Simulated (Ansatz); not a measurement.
# Te3WCl2: one candidate of a structure search

Where does this trial cell of Te3WCl2 go when cell and atoms are let free?

Program: Ansatz 0.2.0. Level of theory: DFT PBE, scalar-relativistic, plane waves, PAW. These are calculated values, not measurements.

1 further run of the same task is left out (set aside as unsound or not needed).

### 1 The structure to begin with

The structure is tetragonal, space group P4/mmm (No. 123). The conventional cell has a = 5.100 Å, b = 5.100 Å, c = 7.641 Å, α = 90.00°, β = 90.00°, γ = 90.00°. Te (site symmetry mmm) is surrounded by 2 Te at 2.55 Å and 2 W at 2.55 Å. Te (site symmetry 4/mmm) has 4 Te at 2.55 Å as nearest neighbours. W (site symmetry 4/mmm) is surrounded by 2 Cl at 1.80 Å and 4 Te at 2.55 Å. Around Cl (site symmetry 4mm) lie 1 W at 1.80 Å.

Structure file:

```xyz
6
Lattice="5.1001 0.0000 0.0000 0.0000 5.1001 0.0000 0.0000 0.0000 7.6406" Properties=species:S:1:pos:R:3 pbc="T T T"
Te    2.5501    0.0000    3.8203
Te    0.0000    2.5501    3.8203
Te    2.5501    2.5501    3.8203
W     0.0000    0.0000    3.8203
Cl    0.0000    0.0000    5.6177
Cl    0.0000    0.0000    2.0229
```

The cell is invented: random cell by space group and Wyckoff sites (P4/mmm, No. 123). The dimensions are guesses.

### 2 A first look at the guess

File input.yaml:

```yaml
crystal:
  lattice:
    - [5.10010055, 0.0, 0.0]
    - [0.0, 5.10010055, 0.0]
    - [0.0, 0.0, 7.64063557]
  atoms:
    - { symbol: Te, position: [0.5, 0.0, 0.5] }
    - { symbol: Te, position: [0.0, 0.5, 0.5] }
    - { symbol: Te, position: [0.5, 0.5, 0.5] }
    - { symbol: W, position: [0.0, 0.0, 0.5] }
    - { symbol: Cl, position: [0.0, 0.0, 0.73523921] }
    - { symbol: Cl, position: [0.0, 0.0, 0.26476079] }
basis:
  ecutwfc: 420
kpoints:
  mp_grid: { grid: [4, 4, 2] }
hamiltonian:
  xc: pbe
scf:
  occupations: { method: gaussian, width: 0.1 }
  lower_state_search: "off"
output:
  forces: true
  stress: true
  eigenvalues: true
```

The run is started by

```bash
ansatz run input.yaml --threads 1 --pin off --max-ram 2560MiB --backend cpu --events-out ev --progress --plain --runs-dir out
```

Standard output, shortened:

```text
Warning: RAYON_NUM_THREADS=1 ignored (pool sized by the plan → 1); use --threads N
[...]
Pseudopotentials: kind: paw
Pseudopotential: Te, paw, valence charge 16, recommended cutoff 420 eV (normal), Te.paw.azcp
Pseudopotential: W, paw, valence charge 14, recommended cutoff 420 eV (normal), W.paw.azcp
Pseudopotential: Cl, paw, valence charge 7, recommended cutoff 420 eV (normal), Cl.paw.azcp
Functional definition: PBE
[...]
Crystal: 6 atoms, lattice volume = 198.741 Å³
Basis set: ecut = 420 eV, 3897 PW (Γ), exchange–correlation on 72×72×108 points (8 copies of the dense FFT grid, shifted against one another)
Bands: 46, of which v1, the nominal top of the filled ones, is band 38 counted from 1 (37 counted from 0)
Symmetry: 16 space group operations
Space group: P4/mmm (ITA 123), of the structure as read, at distance tolerance 5.8e-5 Å
k-points: 12 of 32
[...]
SCF iter   1: F=—  HF=-33469.678617 eV  |F-HF|=—  |Δ(HF+E_count)|=         —  Δρ=1.63e-2  dr2=7.61e-1  ethr=1.77e-3  ⟨swp⟩=9.1  Hψ=2689  notcnv=0  defer=1
[...]
SCF iter  10: F=-33469.506992 eV  HF=-33469.506992 eV  |F-HF|=1.31e-10  |Δ(HF+E_count)|=   3.83e-8  Δρ=1.27e-6  dr2=4.10e-9  ethr=1.32e-10  ⟨swp⟩=13.5  Hψ=2570  notcnv=0
[...]
SCF converged after 10 iterations
Free energy (F): -33469.506992 eV
[...]
E sigma→0 (E₀):  -33469.498416 eV
Entropy (-TS):   -0.017153 eV (-2.859 meV/atom)
Fermi energy:    7.288098 eV
[...]
--- Forces (eV/Å), atoms counted from 1 ---
  atom   1  Te     0.00000000    -0.00000000     0.00000000
  atom   2  Te     0.00000000    -0.00000000     0.00000000
  atom   3  Te     0.00000000     0.00000000     0.00000000
  atom   4  W     -0.00000000     0.00000000     0.00000000
  atom   5  Cl    -0.00000000     0.00000000    26.17186973
  atom   6  Cl     0.00000000     0.00000000   -26.17186973
[...]
--- Stress (GPa, compression-positive) ---
       37.141422       0.000000       0.000000
        0.000000      37.141422       0.000000
        0.000000       0.000000      75.906397
  P = ⅓ Tr σ = 50.0631 GPa (500.631 kbar)
--- Band table (eV; the first three rows and the last of 12) ---
[...]
```

It took 4.1 s on 1 thread of Intel Xeon 6975P-C (Granite Rapids), shared host; peak memory 0.52 GiB.

The probe gives pressure 50.1 GPa, largest force 26.17 eV/Å, gap on this mesh none (metal). A cheap, loose relaxation comes first.

### 3 Rough relaxation on the coarse mesh

Changes to input.yaml since step 2:

```diff
@@ -25 +25,6 @@
   eigenvalues: true
+relax:
+  adjacent_minimum: "off"
+  f_tol: 0.04
+  max_steps: 70
+  cell: { stress_tol: 0.4 }
```

The run is started by

```bash
ansatz run input.yaml --threads 1 --pin off --max-ram 2560MiB --backend cpu --events-out ev --progress --plain --runs-dir out
```

Standard output:

```text
Warning: RAYON_NUM_THREADS=1 ignored (pool sized by the plan → 1); use --threads N
Engine: ansatz 0.2.0, x86_64-unknown-linux-gnu
[... 5 set-up lines as earlier in the session ...]
  parameter kappa = 0.804
  parameter beta = 0.06672455060314922
  exchange = pbe_x(kappa = kappa, mu = beta*pi^2/3)
  correlation = pbe_c(beta = beta)
Crystal: 6 atoms, lattice volume = 198.741 Å³
Basis set: ecut = 420 eV, 3897 PW (Γ), exchange–correlation on 72×72×108 points (8 copies of the dense FFT grid, shifted against one another)
Bands: 46, of which v1, the nominal top of the filled ones, is band 38 counted from 1 (37 counted from 0)
[... 2 set-up lines as earlier in the session ...]
k-points: 12 of 32
Non-local potential: Te, projectors of the file, l = 0: 2, l = 1: 2, l = 2: 2, l = 3: 2
Non-local potential: W, projectors of the file, l = 0: 3, l = 1: 2, l = 2: 2, l = 3: 1
Non-local potential: Cl, projectors of the file, l = 0: 2, l = 1: 2, l = 2: 2
PAW form: soft (Blöchl's): semilocal exchange-correlation on the pseudo side does not see the compensation charge
PAW one-centre angular grid: Te, 590 points (default); XC on 64 Gauss nodes
PAW one-centre angular grid: W, 590 points (default); XC on 64 Gauss nodes
PAW one-centre angular grid: Cl, 110 points (default); XC on 64 Gauss nodes
Initial density: superposition of atomic densities (neutral atoms: chi_scale 0, normalization atom), corrected by the library's trained network
Initial wavefunctions: pseudopotential atomic-orbital guess
Functional: x = pbe(κ = 0.804, μ = 0.2195149727645171), c = pbe(β = 0.06672455060314922)
SCF iter   1: F=—  HF=-33469.678617 eV  |F-HF|=—  |Δ(HF+E_count)|=         —  Δρ=1.63e-2  dr2=7.61e-1  ethr=1.77e-3  ⟨swp⟩=9.1  Hψ=2689  notcnv=0  defer=1
preconditioner: auto → LDOS  [metal: Δε(μ)=0.044 eV  Ē_g=10.460 eV  σ=0.100 eV  W_gap=0.24  n_scr=36 (ndim 8)  ℏωp=16.2 eV  f_vac=0.362  D(μ)=3.19/eV (n_scr^D=16)  β→1.0]
SCF iter   2: F=—  HF=-33469.738865 eV  |F-HF|=—  |Δ(HF+E_count)|=   6.02e-2  Δρ=1.61e-2  dr2=1.38e0  ethr=1.00e-3  ⟨swp⟩=3.1  Hψ=1046  notcnv=0  defer=30
SCF iter   3: F=—  HF=-33469.519683 eV  |F-HF|=—  |Δ(HF+E_count)|=   2.19e-1  Δρ=2.80e-3  dr2=5.51e-2  ethr=1.00e-3  ⟨swp⟩=3.0  Hψ=796  notcnv=0  defer=30
SCF iter   4: F=—  HF=-33469.508925 eV  |F-HF|=—  |Δ(HF+E_count)|=   1.08e-2  Δρ=1.66e-3  dr2=6.12e-3  ethr=7.25e-5  ⟨swp⟩=2.2  Hψ=889  notcnv=0  defer=23
SCF iter   5: F=—  HF=-33469.507184 eV  |F-HF|=—  |Δ(HF+E_count)|=   1.74e-3  Δρ=5.27e-4  dr2=8.95e-4  ethr=8.05e-6  ⟨swp⟩=2.0  Hψ=989  notcnv=0  defer=23
SCF iter   6: F=—  HF=-33469.507049 eV  |F-HF|=—  |Δ(HF+E_count)|=   1.35e-4  Δρ=1.59e-4  dr2=9.28e-5  ethr=1.18e-6  ⟨swp⟩=2.0  Hψ=670  notcnv=0  defer=23
SCF iter   7: F=—  HF=-33469.506996 eV  |F-HF|=—  |Δ(HF+E_count)|=   5.35e-5  Δρ=5.11e-5  dr2=1.37e-5  ethr=1.22e-7  ⟨swp⟩=2.0  Hψ=690  notcnv=0  defer=23
SCF iter   8: F=—  HF=-33469.506992 eV  |F-HF|=—  |Δ(HF+E_count)|=   3.08e-6  Δρ=1.82e-5  dr2=7.62e-7  ethr=1.80e-8  ⟨swp⟩=2.0  Hψ=720  notcnv=0  defer=23
SCF iter   9: F=—  HF=-33469.506992 eV  |F-HF|=—  |Δ(HF+E_count)|=   2.00e-7  Δρ=5.78e-6  dr2=1.30e-7  ethr=1.00e-9  ⟨swp⟩=2.0  Hψ=936  notcnv=0  defer=23
SCF iter  10: F=-33469.506992 eV  HF=-33469.506992 eV  |F-HF|=1.53e-10  |Δ(HF+E_count)|=   3.83e-8  Δρ=1.28e-6  dr2=4.10e-9  ethr=1.32e-10  ⟨swp⟩=13.6  Hψ=2568  notcnv=0
SCF 1 converged in 10 iterations: F = -33469.506992 eV  dr2 = 4.10e-9
relax step   1: F+E_penalty+E_count = -33469.50699226 eV  Δ(F+E_penalty+E_count) = +0.000e0 eV  max|allowed force component| = 2.617e1 eV/Å  Δτ_max = 0.0000 Å  P = +50.063 GPa  Ω = 198.741 Å³  (10 SCF iters, dr2 threshold 1.00e-7 eV, accepted)
Crystal: 6 atoms, lattice volume = 208.893 Å³
Basis set: ecut = 420 eV, 4107 PW (Γ), exchange–correlation on 72×72×108 points (8 copies of the dense FFT grid, shifted against one another)
Initial density: handed on by an earlier stage of this run
Initial wavefunctions: those handed on with the density
iter 1 solved again at ethr=1.46e-3 eV; its pass at ethr=3.10e-3 eV (dr2=1.11e0 eV) is discarded
SCF iter   1: F=—  HF=-33478.591879 eV  |F-HF|=—  |Δ(HF+E_count)|=         —  Δρ=1.79e-2  dr2=1.10e0  ethr=1.46e-3  ⟨swp⟩=1.4  Hψ=3120  notcnv=0
preconditioner: auto → LDOS  [insulator: Δε(μ)=0.113 eV  Ē_g=10.013 eV  σ=0.100 eV  W_gap=0.55  n_scr=36 (ndim 8)  ℏωp=15.8 eV  f_vac=0.359  D(μ)=3.61/eV (n_scr^D=20)  ε∞_Penn≈3.5  β→1.0]
SCF iter   2: F=—  HF=-33478.314410 eV  |F-HF|=—  |Δ(HF+E_count)|=   2.77e-1  Δρ=5.35e-3  dr2=6.37e-2  ethr=1.45e-3  ⟨swp⟩=2.9  Hψ=907  notcnv=0
SCF iter   3: F=—  HF=-33478.303276 eV  |F-HF|=—  |Δ(HF+E_count)|=   1.11e-2  Δρ=1.70e-3  dr2=7.13e-3  ethr=8.38e-5  ⟨swp⟩=2.0  Hψ=937  notcnv=0  defer=17
SCF iter   4: F=—  HF=-33478.301563 eV  |F-HF|=—  |Δ(HF+E_count)|=   1.71e-3  Δρ=6.35e-4  dr2=1.34e-3  ethr=9.39e-6  ⟨swp⟩=2.0  Hψ=1016  notcnv=0  defer=17
SCF iter   5: F=—  HF=-33478.301134 eV  |F-HF|=—  |Δ(HF+E_count)|=   4.29e-4  Δρ=1.18e-4  dr2=2.36e-5  ethr=1.77e-6  ⟨swp⟩=2.0  Hψ=756  notcnv=0  defer=17
SCF iter   6: F=—  HF=-33478.301171 eV  |F-HF|=—  |Δ(HF+E_count)|=   3.74e-5  Δρ=2.18e-5  dr2=1.07e-6  ethr=3.11e-8  ⟨swp⟩=2.0  Hψ=767  notcnv=0  defer=17
SCF iter   7: F=-33478.301171 eV  HF=-33478.301171 eV  |F-HF|=1.71e-7  |Δ(HF+E_count)|=   4.45e-8  Δρ=6.92e-6  dr2=2.27e-7  ethr=7.89e-10  ⟨swp⟩=12.3  Hψ=2507  notcnv=0
SCF 2 converged in 7 iterations: F = -33478.301171 eV  dr2 = 2.27e-7
relax step   2: F+E_penalty+E_count = -33478.30117085 eV  Δ(F+E_penalty+E_count) = -8.794e0 eV  max|allowed force component| = 8.919e0 eV/Å  Δτ_max = 0.1909 Å  P = +27.325 GPa  Ω = 208.893 Å³  energy of the carried Pulay correction = -1.793e-3 eV  (7 SCF iters, dr2 threshold 6.00e-7 eV, accepted)
Crystal: 6 atoms, lattice volume = 234.599 Å³
Basis set: ecut = 420 eV, 4567 PW (Γ), exchange–correlation on 72×72×108 points (8 copies of the dense FFT grid, shifted against one another)
iter 1 solved again at ethr=1.14e-3 eV; its pass at ethr=3.10e-3 eV (dr2=8.68e-1 eV) is discarded
SCF iter   1: F=—  HF=-33482.266990 eV  |F-HF|=—  |Δ(HF+E_count)|=         —  Δρ=1.02e-2  dr2=8.64e-1  ethr=1.14e-3  ⟨swp⟩=1.5  Hψ=3108  notcnv=0
preconditioner: auto → LDOS  [metal: Δε(μ)=0.085 eV  Ē_g=9.308 eV  σ=0.100 eV  W_gap=0.45  n_scr=36 (ndim 8)  ℏωp=14.9 eV  f_vac=0.375  D(μ)=2.45/eV (n_scr^D=6)  β→1.0]
SCF iter   2: F=—  HF=-33482.080527 eV  |F-HF|=—  |Δ(HF+E_count)|=   1.86e-1  Δρ=4.94e-3  dr2=7.02e-2  ethr=1.14e-3  ⟨swp⟩=3.5  Hψ=918  notcnv=0  defer=1
SCF iter   3: F=—  HF=-33482.073166 eV  |F-HF|=—  |Δ(HF+E_count)|=   7.36e-3  Δρ=1.49e-3  dr2=1.05e-2  ethr=9.23e-5  ⟨swp⟩=2.0  Hψ=885  notcnv=0  defer=13
SCF iter   4: F=—  HF=-33482.071249 eV  |F-HF|=—  |Δ(HF+E_count)|=   1.92e-3  Δρ=2.96e-4  dr2=4.78e-4  ethr=1.38e-5  ⟨swp⟩=2.0  Hψ=718  notcnv=0  defer=13
SCF iter   5: F=—  HF=-33482.071132 eV  |F-HF|=—  |Δ(HF+E_count)|=   1.17e-4  Δρ=1.14e-4  dr2=2.72e-5  ethr=6.29e-7  ⟨swp⟩=2.0  Hψ=760  notcnv=0  defer=13
SCF iter   6: F=—  HF=-33482.071129 eV  |F-HF|=—  |Δ(HF+E_count)|=   2.98e-6  Δρ=3.99e-5  dr2=7.61e-6  ethr=3.57e-8  ⟨swp⟩=2.0  Hψ=871  notcnv=0  defer=13
SCF iter   7: F=—  HF=-33482.071128 eV  |F-HF|=—  |Δ(HF+E_count)|=   1.18e-6  Δρ=1.28e-5  dr2=8.47e-7  ethr=1.00e-8  ⟨swp⟩=2.0  Hψ=691  notcnv=0  defer=13
SCF iter   8: F=-33482.071128 eV  HF=-33482.071128 eV  |F-HF|=3.25e-8  |Δ(HF+E_count)|=   1.57e-7  Δρ=4.37e-6  dr2=5.07e-8  ethr=7.89e-10  ⟨swp⟩=12.5  Hψ=2269  notcnv=0
SCF 3 converged in 8 iterations: F = -33482.071128 eV  dr2 = 5.07e-8
relax step   3: F+E_penalty+E_count = -33482.07112768 eV  Δ(F+E_penalty+E_count) = -3.770e0 eV  max|allowed force component| = 4.170e0 eV/Å  Δτ_max = 0.0604 Å  P = +11.682 GPa  Ω = 234.599 Å³  energy of the carried Pulay correction = -5.959e-3 eV  (8 SCF iters, dr2 threshold 6.00e-7 eV, accepted)
[... 13 lines left out ...]
relax step   4: F+E_penalty+E_count = -33483.41365025 eV  Δ(F+E_penalty+E_count) = -1.343e0 eV  max|allowed force component| = 1.220e0 eV/Å  Δτ_max = 0.0289 Å  P = +3.497 GPa  Ω = 261.023 Å³  energy of the carried Pulay correction = -9.761e-3 eV  (7 SCF iters, dr2 threshold 6.00e-7 eV, accepted)
[... 12 lines left out ...]
relax step   5: F+E_penalty+E_count = -33483.59129864 eV  Δ(F+E_penalty+E_count) = -1.776e-1 eV  max|allowed force component| = 2.845e-1 eV/Å  Δτ_max = 0.0245 Å  P = -1.056 GPa  Ω = 285.522 Å³  energy of the carried Pulay correction = -1.292e-2 eV  (7 SCF iters, dr2 threshold 6.00e-7 eV, accepted)
[... 11 lines left out ...]
relax step   6: F+E_penalty+E_count = -33483.61848629 eV  Δ(F+E_penalty+E_count) = -2.719e-2 eV  max|allowed force component| = 1.451e-2 eV/Å  Δτ_max = 0.0011 Å  P = +0.061 GPa  Ω = 277.456 Å³  energy of the carried Pulay correction = -1.192e-2 eV  (6 SCF iters, dr2 threshold 6.00e-7 eV, accepted)
Basis set: ecut = 420 eV, 5447 PW (Γ), exchange–correlation on 80×80×120 points (8 copies of the dense FFT grid, shifted against one another)
Initial wavefunctions: pseudopotential atomic-orbital guess (no wavefunctions were taken with the density)
iter 1 solved again at ethr=4.49e-7 eV; its pass at ethr=3.10e-3 eV (dr2=3.42e-4 eV) is discarded
SCF iter   1: F=—  HF=-33483.636524 eV  |F-HF|=—  |Δ(HF+E_count)|=         —  Δρ=5.52e-4  dr2=7.68e-5  ethr=4.49e-7  ⟨swp⟩=3.7  Hψ=3754  notcnv=0
preconditioner: auto → LDOS  [insulator: Δε(μ)=0.182 eV  Ē_g=8.345 eV  σ=0.100 eV  W_gap=0.53  n_scr=48 (ndim 8)  ℏωp=13.7 eV  f_vac=0.386  D(μ)=4.61/eV (n_scr^D=28)  ε∞_Penn≈3.7  β→1.0]
SCF iter   2: F=—  HF=-33483.648989 eV  |F-HF|=—  |Δ(HF+E_count)|=   1.25e-2  Δρ=8.58e-5  dr2=2.04e-5  ethr=1.01e-7  ⟨swp⟩=3.0  Hψ=1147  notcnv=0
SCF iter   3: F=—  HF=-33483.648977 eV  |F-HF|=—  |Δ(HF+E_count)|=   1.25e-5  Δρ=2.26e-5  dr2=1.28e-6  ethr=2.69e-8  ⟨swp⟩=2.1  Hψ=997  notcnv=0
SCF iter   4: F=—  HF=-33483.648892 eV  |F-HF|=—  |Δ(HF+E_count)|=   8.46e-5  Δρ=5.92e-6  dr2=1.88e-7  ethr=1.68e-9  ⟨swp⟩=2.4  Hψ=970  notcnv=0
SCF iter   5: F=—  HF=-33483.648892 eV  |F-HF|=—  |Δ(HF+E_count)|=   2.00e-8  Δρ=2.46e-6  dr2=1.34e-8  ethr=2.47e-10  ⟨swp⟩=2.0  Hψ=689  notcnv=0
SCF iter   6: F=-33483.648892 eV  HF=-33483.648892 eV  |F-HF|=2.31e-9  |Δ(HF+E_count)|=   4.07e-9  Δρ=9.94e-7  dr2=3.83e-9  ethr=5.05e-12  ⟨swp⟩=8.3  Hψ=2241  notcnv=0
SCF 7 converged in 6 iterations: F = -33483.648892 eV  dr2 = 3.83e-9
relax step   7: F+E_penalty+E_count = -33483.64889238 eV  Δ(F+E_penalty+E_count) = -3.041e-2 eV  max|allowed force component| = 1.161e-2 eV/Å  Δτ_max = 0.0000 Å  P = +0.278 GPa  Ω = 277.456 Å³  stress off target by 3.43e-1 GPa  SCF on the basis re-selected at this cell (its energy is not comparable with the rows above)  (6 SCF iters)
basis re-selected at this cell: Δ(F+E_penalty+E_count) = -3.041e-2 eV, ΔP = +0.217 GPa vs the last step (what re-selecting the basis moved, of the pressure what is left beyond the Pulay correction that the steps carried, after the strain that the cell walked since its last selection, with what the two solves' SCF thresholds leave and, on support functions, any second-order correction that the steps lacked; it is no measure of the basis error at this ecutwfc). The dense FFT grid was sized anew with the basis: this SCF ran on 40×40×60 points, the steps before it on 36×36×54, so part of this shift can come from that change (see relax.cell in the input reference). This SCF's stress stands 3.43e-1 GPa from its target on what of the cell is left free (relax.cell.stress_tol is 4.00e-1 GPa) and its largest allowed force component is 1.16e-2 eV/Å (relax.f_tol is 4.00e-2 eV/Å): within both
SCF converged after 6 iterations
Free energy (F): -33483.648892 eV
Harris-Foulkes:  -33483.648892 eV  (|F-HF|=2.31e-9)
Internal energy: -33483.625868 eV  (E = F + TS)
E sigma→0 (E₀):  -33483.637380 eV
Entropy (-TS):   -0.023024 eV (-3.837 meV/atom)
Fermi energy:    2.931007 eV
--- Per-component energies (eV) ---
  E_band       = -1484.503968
  E_kinetic    = 1308.592407
  E_local      = -12263.315025  (includes V_loc(G=0)·N_el)
  E_nonlocal   = -871.646497
  E_hartree    = 6195.201883
  E_xc         = -849.491492
  E_vxc        = -789.067484  (∫ρ·V_xc dr)
  E_paw        = -23868.605485  (= ΣΔE_a)
  E_vpaw       = -1259.467916  (= ΣTr[D̂ρ^β])
  E_aug_tail   = -0.000404  (compensation charges beyond the density's cutoff)
  E_ewald      = -3134.361256
  E_smearing   = -0.023024  (= −TS)
  E_closure    = 0.000000  (closes the sum)
  Σ components = -33483.648892   (vs F -33483.648892, Δ=0.00e0)
--- Forces (eV/Å), atoms counted from 1 ---
  atom   1  Te     0.00000000    -0.00000000    -0.00000000
  atom   2  Te     0.00000000     0.00000000     0.00000000
  atom   3  Te     0.00000000    -0.00000000    -0.00000000
  atom   4  W      0.00000000     0.00000000     0.00000000
  atom   5  Cl    -0.00000000     0.00000000     0.01160949
  atom   6  Cl     0.00000000     0.00000000    -0.01160949
  max |Σ_I F_I| component: 6.70e-27 eV/Å
--- Stress (GPa, compression-positive) ---
        0.342779      -0.000000      -0.000000
       -0.000000       0.342779       0.000000
       -0.000000       0.000000       0.148748
  P = ⅓ Tr σ = 0.2781 GPa (2.781 kbar)
--- Band table (eV; the first three rows and the last of 12) ---
  k-point 0: bands = ["-72.1655", "-36.7991", "-36.1431", "-36.1431", "-34.0511", "-34.0031", "-33.9691", "-33.9514", "-33.9100", "-33.9100", "-33.8465", "-33.8277", "-33.8202", "-33.8125", "-33.8125", "-33.7914", "-33.7496", "-33.7496", "-33.7126", "-12.9926", "-12.4956", "-10.0091", "-7.8518", "-5.7684", "-3.0158", "-2.5813", "-2.5813", "-1.2712", "-1.2712", "-0.9793", "-0.7194", "-0.7194", "0.1679", "1.3546", "1.3546", "1.7960", "1.8674", "2.9374", "3.1760", "3.1760", "3.1955", "3.5700", "6.5751", "7.6423", "8.0545", "8.0545"]
  k-point 1: bands = ["-72.1655", "-36.7991", "-36.1431", "-36.1431", "-34.0511", "-34.0031", "-33.9691", "-33.9514", "-33.9100", "-33.9100", "-33.8465", "-33.8277", "-33.8202", "-33.8125", "-33.8125", "-33.7914", "-33.7496", "-33.7496", "-33.7126", "-12.9485", "-12.5501", "-10.0079", "-7.8518", "-5.7656", "-2.7000", "-2.5790", "-2.5790", "-1.3865", "-1.3151", "-1.3151", "-0.6660", "-0.6660", "0.0718", "1.3828", "1.3828", "1.7961", "1.8628", "2.9374", "3.0989", "3.0989", "3.2154", "3.5526", "7.6274", "7.7443", "8.0603", "8.0603"]
  k-point 2: bands = ["-72.1655", "-36.7992", "-36.1475", "-36.1433", "-34.0386", "-33.9972", "-33.9653", "-33.9522", "-33.9100", "-33.9079", "-33.8494", "-33.8293", "-33.8178", "-33.8125", "-33.8124", "-33.8017", "-33.7517", "-33.7496", "-33.7162", "-12.9877", "-12.4945", "-9.7983", "-8.0657", "-6.2263", "-3.0492", "-2.4975", "-1.6688", "-1.5037", "-1.2675", "-0.9058", "-0.8816", "-0.3901", "0.0391", "0.4462", "1.0379", "1.8067", "2.3079", "2.9913", "3.0254", "3.1779", "3.5551", "5.2759", "5.8196", "6.9695", "7.7548", "7.9308"]
  k-point 11: bands = ["-72.1655", "-36.7995", "-36.1522", "-36.1522", "-33.9829", "-33.9829", "-33.9535", "-33.9535", "-33.9061", "-33.9053", "-33.8684", "-33.8593", "-33.8123", "-33.8120", "-33.8107", "-33.8107", "-33.7541", "-33.7541", "-33.7295", "-12.9313", "-12.5453", "-8.5095", "-8.2984", "-8.2984", "-3.0878", "-2.1098", "-1.6286", "-1.6286", "-1.2632", "-0.7702", "-0.4575", "-0.4575", "1.0960", "1.3661", "1.6375", "1.8359", "1.8359", "2.2072", "2.2072", "3.5038", "3.5038", "4.7974", "7.0773", "7.4578", "8.1811", "8.2044"]
--- Relaxed structure (6 steps of the walk, 6 accepted, 1 SCFs on fresh bases) ---
  F+E_penalty+E_count = -33483.64889238 eV   max|allowed force component| = 1.161e-2 eV/Å   (the final SCF, on the basis selected at the relaxed cell)
  cell:  # Å, volume = 277.4560 Å³
    - [5.774792956889864, 0.0, 0.0]
    - [0.0, 5.774792956889864, 0.0]
    - [0.0, 0.0, 8.31996111874421]
  atoms:
    - { symbol: Te, position: [0.49999999999999994, -1.2553110217245632e-34, 0.5] }
    - { symbol: Te, position: [-1.432175641589164e-33, 0.49999999999999994, 0.5] }
    - { symbol: Te, position: [0.49999999999999994, 0.49999999999999994, 0.5] }
    - { symbol: W, position: [3.757082458675044e-34, 4.779327509268608e-34, 0.5] }
    - { symbol: Cl, position: [4.136183437033696e-34, -5.059596715059051e-35, 0.7752500697608367] }
    - { symbol: Cl, position: [4.894385393751e-34, -5.059596715059051e-35, 0.22474993023916334] }
```

It took 32 s on 1 thread of Intel Xeon 6975P-C (Granite Rapids), shared host; peak memory 0.6 GiB.

Relaxation path:

```
step  energy from step 1 (eV/cell)  largest force component (eV/Å)  pressure (GPa)  volume (Å³)
   1                        0.0000                         26.1719           50.06       198.74
   2                       -8.7942                          8.9185           27.33       208.89
   3                      -12.5641                          4.1702           11.68       234.60
   4                      -13.9067                          1.2204            3.50       261.02
   5                      -14.0843                          0.2845           -1.06       285.52
   6                      -14.1115                          0.0145            0.06       277.46
   7                      -14.1419                          0.0116            0.28       277.46
```

Step 1 is the start. Step 7 repeats the geometry before it on a plane-wave basis chosen anew for that cell, so its energy need not be comparable with the rows above.

|  | before | after | change |
| --- | --- | --- | --- |
| a (Å) | 5.100 | 5.775 | +13.2 % |
| b (Å) | 5.100 | 5.775 | +13.2 % |
| c (Å) | 7.641 | 8.320 | +8.9 % |
| volume (Å³/atom) | 33.12 | 46.24 | +39.6 % |
| shortest distance (Å) | 1.797 | 2.290 | +27.4 % |
| space group (0.01 Å) | P4/mmm | P4/mmm | same |

The end holds layers, chains or molecules that no bond joins, and this functional has no dispersion term, so the space between them comes out too large.

The run keeps the 16 symmetry operations of the start, so it could not have lowered the symmetry.

(Part 1 of 2 ends here.)
